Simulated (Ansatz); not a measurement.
The system is BPd4.

```
Pd B
1.0
     2.89203    0.00000    0.00000
     0.00000    4.36501    0.00000
     0.00000    0.00000    5.85632
Pd B
4 1
Direct
  0.50000 0.00000 0.19758
  0.00000 0.00000 0.61947
  0.00000 0.50000 0.32916
  0.50000 0.50000 0.86756
  0.50000 0.00000 0.86323
```

The cell comes from a database or a generator and needn't be the stable form of this composition.

Base run:

- Program: Ansatz 0.2.0
- Functional: PBE
- Potentials or basis: Ansatz PAW
- Cutoff: 420 eV (not typed: the program's choice for these potentials)
- k mesh: 9 × 6 × 5
- Occupations: fermi-dirac, width 0.05 eV
- Spin: no spin polarisation

Its results: band gap on the k mesh none (metal or under the smearing width); pressure -1.2 GPa; largest force 0.271 eV/Å.

Q: After a change of settings the same cell gave: band gap on the k mesh none (metal or under the smearing width); pressure 2.8 GPa; largest force 0.279 eV/Å. Which change was it?
A. functional from PBE to BLYP
B. functional from PBE to r2SCAN; cutoff from 420 eV (not typed: the program's choice for these potentials) to 500 eV (not typed: the program's choice for these potentials)
C. functional from PBE to RPBE
D. functional from PBE to LDA

A: C.

RPBE binds less tightly than PBE, so the same cell stands under more pressure.

Caveats: the density of states is complete only up to the lowest level of the last band computed; the PAW data sets come from PBE, with cores solved anew for the run's functional, which leaves a small shift of forces and pressure (some runs).
